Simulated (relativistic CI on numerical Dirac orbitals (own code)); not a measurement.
**Fe²⁺: L2,3 absorption with charge transfer**

Aim: the L2,3 absorption spectrum of Fe²⁺ in a cubic metal-ligand cluster, for 5 values of Delta.

Method: charge-transfer multiplet model of a cubic metal-ligand cluster with up to 3 ligand holes, Slater and spin-orbit integrals from Dirac-Coulomb-Breit ions, Slater integrals scaled by 0.7. Code: relativistic CI on numerical Dirac orbitals (own code) version 3.

## Step 1: The system

| Item | Value |
| --- | --- |
| ion | Fe²⁺ (Fe III) |
| nuclear charge | 26 |
| electrons | 24 |
| d electrons | 6 |
| ligand holes at most | 3 |
| parameters | in eV; Veg, Vt2g hoppings, tenDq and tenDqL metal and ligand splittings (negative tenDq: tetrahedral), red the scaling of hopping with a core hole |
| temperature | 300 K |
| widths | Lorentz 0.4 eV, Gauss 0.3 eV |

## Step 2: Delta = 6.4 eV

Input settings:

```ini
cluster ion=Fe2+ d6 ligand_holes=3 slater_scale=0.7
Delta=6.4 Udd=5.8 Upd=6.7 tenDq=0.35 tenDqL=1.5 Veg=2.2 Vt2g=-1.04 red=1
spectrum xas L2,3 T=300 lorentz=0.4 gauss=0.3
```

On the command line:

```sh
python run_levels.py task.json out
```

task.json lists these runs, among others, and the program works through them in turn.

## Step 3: Delta = 3.4 eV

Input settings:

```ini
cluster ion=Fe2+ d6 ligand_holes=3 slater_scale=0.7
Delta=3.4 Udd=5.8 Upd=6.7 tenDq=0.35 tenDqL=1.5 Veg=2.2 Vt2g=-1.04 red=1
spectrum xas L2,3 T=300 lorentz=0.4 gauss=0.3
```

## Step 4: Delta = 4.4 eV

Input settings:

```ini
cluster ion=Fe2+ d6 ligand_holes=3 slater_scale=0.7
Delta=4.4 Udd=5.8 Upd=6.7 tenDq=0.35 tenDqL=1.5 Veg=2.2 Vt2g=-1.04 red=1
spectrum xas L2,3 T=300 lorentz=0.4 gauss=0.3
```

## Step 5: Delta = 5.4 eV

Input settings:

```ini
cluster ion=Fe2+ d6 ligand_holes=3 slater_scale=0.7
Delta=5.4 Udd=5.8 Upd=6.7 tenDq=0.35 tenDqL=1.5 Veg=2.2 Vt2g=-1.04 red=1
spectrum xas L2,3 T=300 lorentz=0.4 gauss=0.3
```

## Step 6: Delta = 8.4 eV

Input settings:

```ini
cluster ion=Fe2+ d6 ligand_holes=3 slater_scale=0.7
Delta=8.4 Udd=5.8 Upd=6.7 tenDq=0.35 tenDqL=1.5 Veg=2.2 Vt2g=-1.04 red=1
spectrum xas L2,3 T=300 lorentz=0.4 gauss=0.3
```

(Steps that only read results are left out.)

Q: Predict the outcome of this session. Wanted: d count; ground spin.

As calculated:

| run | d count | weight without ligand hole | ground S | up to four highest peaks (% of the highest), eV from the first main peak |
| --- | --- | --- | --- | --- |
| Delta = 6.4 eV | 6.16 | 0.84 | 2.00 | 0.0 (100), 2.2 (23), 11.7 (14), 12.6 (36) |
| Delta = 3.4 eV | 6.31 | 0.71 | 2.00 | -1.1 (34), 0.0 (100), 2.0 (18), 12.6 (32) |
| Delta = 4.4 eV | 6.25 | 0.76 | 2.00 | -0.9 (35), 0.0 (100), 2.2 (20), 12.6 (35) |
| Delta = 5.4 eV | 6.20 | 0.81 | 2.00 | 0.0 (100), 2.1 (21), 11.6 (15), 12.6 (36) |
| Delta = 8.4 eV | 6.11 | 0.89 | 2.00 | 0.0 (100), 0.8 (72), 2.2 (24), 12.6 (37) |

```
                           quantity         value
                            d count  6.11 to 6.31
ground spin (effective S from ⟨S²⟩)          2.00
```

From Delta = 3.4 eV to Delta = 8.4 eV the ground-state d count goes from 6.31 to 6.11. In the first run d6 holds 84 % of the ground state. The cluster parameters are drawn, not fitted to a compound.
